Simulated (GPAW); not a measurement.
Crystal: NbTe.

```
Nb Te
1.0
     3.42570    0.00000    0.00000
     0.00000    3.42570    0.00000
     0.00000    0.00000    3.42570
Nb Te
1 1
Direct
  0.50000 0.50000 0.50000
  0.00000 0.00000 0.00000
```

The cell was built by a generator and needn't be a form met in nature.

Base run:

```yaml
Program: GPAW 26.7.0
Functional: PBE
Potentials_or_basis: GPAW PAW data sets (gpaw-data 1.2.1)
Cutoff: 600 eV
Basis: pw
k_mesh: 8 × 8 × 8
Occupations: fermi-dirac, width 0.05 eV
Spin: no spin polarisation
```

Its results: pressure -1.0 GPa.

Question: After a change of settings the same cell gave: pressure 1.1 GPa. Which change was it?
A. potentials or basis from GPAW PAW data sets (gpaw-data 1.2.1) to JTH PAW 2.0, PBE
B. potentials or basis from GPAW PAW data sets (gpaw-data 1.2.1) to GPAW PAW data sets (gpaw-data 1.2.1), other valence; valence electrons from 19 to 21
C. potentials or basis from GPAW PAW data sets (gpaw-data 1.2.1) to PAW data sets generated in the run's folder for this functional

Answer: A.

Caveats: the program truncates these outside data sets (some runs).
